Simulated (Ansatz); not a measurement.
# AsH7OSn: the cost of one run

Method: PBE0-D4, def2-SVP first, then def2-TZVP; program: Ansatz 0.2.0, Gaussian basis.

143 further runs of the same task are left out: 143 set aside as unsound or not needed.

**1. Where the work starts**

The guess: 10 atoms, charge 0, spin multiplicity 1.

Atoms are counted from 1 here; the program's logs count them from 0.

Bond lengths: Sn1–O2 2.372 Å, Sn1–H3 1.752 Å, Sn1–H4 1.722 Å, Sn1–H5 1.720 Å, Sn1–As7 2.921 Å, O2–H8 0.965 Å, H6–As7 1.670 Å, As7–H9 1.508 Å, As7–H10 1.501 Å. Angles: O2–Sn1–H3 134.7°, O2–Sn1–H4 90.3°, O2–Sn1–H5 108.9°, O2–Sn1–As7 65.8°, H3–Sn1–H4 102.9°, H3–Sn1–H5 108.8°, H3–Sn1–As7 85.6°, H4–Sn1–H5 105.5°, H4–Sn1–As7 151.8°, H5–Sn1–As7 96.8°, Sn1–O2–H8 141.9°, Sn1–As7–H6 61.1°, Sn1–As7–H9 125.3°, Sn1–As7–H10 108.7°, H6–As7–H9 73.6°, H6–As7–H10 80.4°, H9–As7–H10 91.1°.

As a file:

| atom | x (Å) | y (Å) | z (Å) |
| --- | --- | --- | --- |
| Sn1 | -0.8070 | 0.7750 | -0.8743 |
| O2 | -0.2217 | 0.4517 | 1.4010 |
| H3 | -1.3893 | -0.2675 | -2.1567 |
| H4 | -2.2251 | 1.6279 | -0.3991 |
| H5 | 0.2370 | 1.9604 | -1.5551 |
| H6 | 0.6108 | -0.4598 | 0.8790 |
| As7 | 1.2300 | -1.2726 | -0.4415 |
| H8 | -0.3844 | 0.8034 | 2.2845 |
| H9 | 2.3443 | -1.1943 | 0.5719 |
| H10 | 0.6054 | -2.4242 | 0.2903 |

Distances that are to change: Sn1–As7 2.92 Å, O2–H6 1.34 Å, Sn1–O2 2.37 Å, H6–As7 1.67 Å.

**2. Relaxing the guess with the reacting distances held**

hold/in.yaml reads:

```yaml
crystal:
  periodic: [false, false, false]
  atoms:
    - {symbol: Sn, position_ang: [-0.807000, 0.775000, -0.874300]}
    - {symbol: O, position_ang: [-0.221700, 0.451700, 1.401000]}
    - {symbol: H, position_ang: [-1.389300, -0.267500, -2.156700]}
    - {symbol: H, position_ang: [-2.225100, 1.627900, -0.399100]}
    - {symbol: H, position_ang: [0.237000, 1.960400, -1.555100]}
    - {symbol: H, position_ang: [0.610800, -0.459800, 0.879000]}
    - {symbol: As, position_ang: [1.230000, -1.272600, -0.441500]}
    - {symbol: H, position_ang: [-0.384400, 0.803400, 2.284500]}
    - {symbol: H, position_ang: [2.344300, -1.194300, 0.571900]}
    - {symbol: H, position_ang: [0.605400, -2.424200, 0.290300]}
basis:
  gaussian: {orbitals: def2-SVP}
hamiltonian: {xc: pbe0, dispersion: d4}
relax: {f_tol: 0.04, max_steps: 150, escape_saddle: false, constraints: [{distance: [0, 6]}, {distance: [1, 5]}, {distance: [0, 1]}, {distance: [5, 6]}]}
```

Started as:

```
$ ansatz run in.yaml --threads 8 --pin off --events-out ev --progress --plain --max-ram 19148MiB
```

**Question.** How long does this run take on 8 threads of Arm Neoverse V2, shared host?

About 19 s.
